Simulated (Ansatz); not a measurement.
CoH, space group Fm-3m: an equation of state with a fit, run with Ansatz 0.2.0, Python API.

`eos_coh.py`
```python
"""Equation of state of CoH."""

import ansatz
import numpy as np
from pymatgen.analysis.eos import EOS

XC = "PBEsol"
SMEARING = "Fermi-Dirac"
SCF_TOL = 1e-07
KMESH = (13, 13, 13)

VECTORS = np.array([
    [0.0, 1.842962, 1.842962],
    [1.842962, 0.0, 1.842962],
    [1.842962, 1.842962, 0.0],
])
SITES = [
    ("Co", (0.0, 0.0, 0.0), 2.5),
    ("H", (0.5, 0.5, 0.5), 0.0),
]


def crystal_on(cell):
    crystal = ansatz.Crystal(lattice=ansatz.Lattice.of(cell))
    for symbol, position, moment in SITES:
        crystal = crystal.atom(symbol, position, moment=moment or None)
    return crystal


def main() -> None:
    # uniform scaling of the cell
    volumes, energies, pressures = [], [], []
    for scale in np.linspace(0.94, 1.06, 7):
        cell = VECTORS * scale ** (1 / 3)
        calculation = (
            crystal_on(cell).calculation()
            .functional(XC)
            .basis(35 * ansatz.Ry, xc_grid=2)
            .occupations(SMEARING, width=100 * ansatz.meV)
            .spin(ansatz.SpinTreatment.COLLINEAR)
            .scf(tolerance=SCF_TOL, self_checks="high")
            .kpoints(*KMESH)
            .stress()
        )
        data = calculation.run(threads=1, pin="off").report
        volumes.append(abs(np.linalg.det(cell)) / len(SITES))
        energies.append(data["free_energy_ev"] / len(SITES))
        pressures.append(np.trace(data["stress_gpa"]) / 3)
        print(f"V = {volumes[-1]:8.4f} A^3/atom  F = {energies[-1]:.5f} eV/atom  P = {pressures[-1]:8.3f} GPa")

    for form in ["murnaghan"]:
        fit = EOS(eos_name=form).fit(volumes, energies)
        print(f"{form:18s} V0 {fit.v0:8.4f} A^3/atom  B0 {fit.b0_GPa:7.1f} GPa  B1 {fit.b1:5.2f}")


if __name__ == "__main__":
    main()
```

From its runs, with one value withheld:

| V (Å³/atom) | F less the lowest row shown (meV/atom) |
| --- | --- |
| 5.884 | ? |
| 6.009 | 0.43 |
| 6.134 | 0.00 |
| 6.260 | 3.21 |
| 6.385 | 9.67 |
| 6.510 | 19.01 |
| 6.635 | 30.92 |

What is the missing energy at 5.884 Å³ an atom?

A third-order Birch-Murnaghan fit, E = E0 + (9 V0 B0 / 16) [(t - 1)³ B' + (t - 1)² (6 - 4t)] with t = (V0/V)^(2/3), through the 6 rows shown gives V0 = 6.085 Å³, B0 = 237.1 GPa, B' = 4.69 and E0 = -0.29 meV. At V = 5.884 Å³, t = 1.02268, and the fit extrapolates to 4.96 meV. The run gave 4.95 meV, a miss of 0.01 meV.

Notes:
- The settings weren't tested for convergence.
- Other magnetic orders than the one started from may lie lower.
- For a metal this k-point mesh is coarse: on a finer one energies can move by several to tens of meV an atom and pressures by half a GPa or more, differences at one mesh by less.
- The program warned that this SCF threshold is loose for forces or stresses.
- Pressure is positive in compression.
- At these settings the cell as given stands under about -6 GPa, so it isn't at this functional's equilibrium volume.
- The structure comes from a database of computed cells and needn't be a stable or known phase.
- Timing: 28 s on 1 thread of Arm Neoverse V2, with other jobs on the host, peak memory 0.46 GiB.
